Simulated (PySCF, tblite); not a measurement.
**CH₁₂Si₄, a small molecule taken as a stand-in for a surface group (silicon-backed Si): NMR shifts, core binding energies and electronic excitations**

What NMR shifts, core binding energies and electronic excitations should one expect for `C[Si]([SiH3])([SiH3])[SiH3]`?

Computed with tblite 0.8.0 and PySCF 2.14.0; each step states its level. No surroundings beyond the atoms listed, unless a continuum is named. Atoms count from 0, parts from 1.

### 1 The system as given

17 atoms, charge 0, multiplicity 1; geometry: distance geometry start.

### 2 Relaxing the cluster with GFN2-xTB

The job: settings as JSON, then the geometry in Å.

```
{"job": {"kind": "relax", "xc": "GFN2-xTB", "basis": "xTB"}, "charge": 0, "multiplicity": 1}
Si     1.971234     0.152317     0.947405
Si    -0.010480    -0.024076    -0.034901
Si    -0.814585     2.023042    -0.369292
Si    -1.389504    -1.321336     1.113360
C      0.238845    -0.840035    -1.691198
H      2.650790     1.250624     0.278572
H      2.759571    -1.055578     0.766678
H      1.807958     0.510762     2.366230
H     -1.446657     2.630735     0.808195
H     -1.713441     1.955472    -1.522846
H      0.343890     2.857351    -0.726126
H     -0.694276    -2.464150     1.726222
H     -2.162247    -0.648640     2.180568
H     -2.322549    -1.967143     0.131730
H     -0.779744    -1.094297    -2.065984
H      0.772020    -1.791530    -1.582017
H      0.756442    -0.128422    -2.377263
```

Method: GFN2-xTB geometry optimisation, gas phase.

The run is started by

```
$ OMP_NUM_THREADS=1 python cluster_run.py task.json out
```

This one command runs all jobs of the session in turn.

**Question.** The jobs that follow are: PBE0-D3(BJ)/def2-SVP geometry optimisation, gas phase; GIAO PBE0/pcSseg-1 NMR shielding, non-relativistic, gas phase; delta-SCF UKS SCAN, pcX-2 on the ionised atom, pcseg-1 elsewhere, spin-free X2C; TDDFT CAM-B3LYP/def2-SVPD, vertical, gas phase, core orbitals frozen in the response. Predict: rotational constants (main isotopes); 13C shifts against TMS (PBE0/pcSseg-1); 1H shifts against TMS (PBE0/pcSseg-1, means over atoms taken as alike); 29Si shifts against TMS (PBE0/pcSseg-1, means over atoms taken as alike); Si2p binding energies, SCAN/pcX-2; C1s binding energies, SCAN/pcX-2; lowest singlet (CAM-B3LYP/def2-SVPD); brightest single state of those computed; lowest triplet; vertical ionisation energy (ΔSCF).

**Answer**, as computed:

| quantity | value |
| --- | --- |
| rotational constants (main isotopes) | 1.42, 1.41, 1.05 GHz |
| 13C shifts against TMS (PBE0/pcSseg-1) | -7.8 ppm |
| 1H shifts against TMS (PBE0/pcSseg-1, means over atoms taken as alike) | 3.69, 3.51, 0.44 ppm |
| 29Si shifts against TMS (PBE0/pcSseg-1, means over atoms taken as alike) | -95.1, -100.1 ppm |
| Si2p binding energies, SCAN/pcX-2 | Si0 106.47, Si1 105.96 eV |
| C1s binding energies, SCAN/pcX-2 | C4 290.18 eV |
| lowest singlet (CAM-B3LYP/def2-SVPD) | 6.50 eV (191 nm), f = 0.031 |
| brightest single state of those computed | state 5, 7.02 eV, f = 0.193 |
| lowest triplet | 5.81 eV |
| vertical ionisation energy (ΔSCF) | 9.51 eV |

In words: The optimisation took 11 steps and gained 0.287 eV; among the close pairs (by a distance rule), Si0–H6 changed most, from 1.441 to 1.497 Å (PBE0/def2-SVP). At PBE0/pcSseg-1: The largest span, 87 ppm, is at Si1, where the paramagnetic term is -436 ppm. The Si2p levels kept as sound span 0.51 eV, from Si1 (silicon bonded to C, 3 Si) up to Si0 (silicon bonded to Si, 3 H). The first singlet state (HOMO→LUMO 0.82) lies at 6.50 eV and is weak; of the 6 states computed, the strongest absorption comes from states 5 to 6 together at 7.02 eV (the last computed, so partners may be missing). The lowest triplet lies 0.69 eV below the lowest singlet (triplets in Tamm-Dancoff, singlets in full TDDFT). The orbital energy would give 8.97 eV for ionisation, ΔSCF gives 9.51 eV. A capped cluster stands for the solid here, so long-range fields and strain are missing, and bands or shifts of the capping hydrogens have no counterpart in it.
